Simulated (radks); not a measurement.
**Ni²⁺ in [Ne] 3s1 3p6 3d8 4p1: an all-electron calculation**

Wanted: eigenvalues, radial structure and energy terms of the nickel ion Ni2+.

Program: radks (a radial shooting solver on a logarithmic mesh, Libxc functionals) version 1. Level of theory: non-relativistic Kohn-Sham, B86b exchange with PBE correlation, spin-unpolarised, spherical densities, point nucleus. These are calculated values, not measurements, unless marked.

**1. What is computed**

```
element       : nickel (Z = 28)
charge        : +2
electrons     : 26
configuration : [Ne] 3s1 3p6 3d8 4p1
```

The outer shells:

Ni²⁺
```
[Ne] core
3s [↑ ]
3p [↑↓][↑↓][↑↓]
3d [↑↓][↑↓][↑↓][↑ ][↑ ]
4p [↑ ][  ][  ]
```

**2. The calculation**

Input:

```text
Z 28
configuration [Ne] 3s1 3p6 3d8 4p1
relativity non-relativistic
functional b86_mgc,pbe
spin unpolarised
nucleus point
```

Q: Predict the outcome of this run.

The runs gave:

| quantity | value |
| --- | --- |
| total energy | -1503.06246 hartree |
| exchange-correlation share of it | 4.12 % |
| −T/E | 0.9993 |
| highest occupied level | 4p, -17.569 eV |
| most extended occupied level | 4p, <r> = 2.66 bohr |
| radius at density 0.001 e/bohr³ | 3.75 bohr |
| maxima of the radial density | 3 |

What this shows: The radial density shows 3 maxima for 4 occupied principal shells; where shells overlap, one shows as a shoulder or not at all. −T/E = 0.9993, near the virial value of 1. This is not the tabulated ground configuration, so its levels and sizes aren't those of the ground state, and no measured value stands beside it.
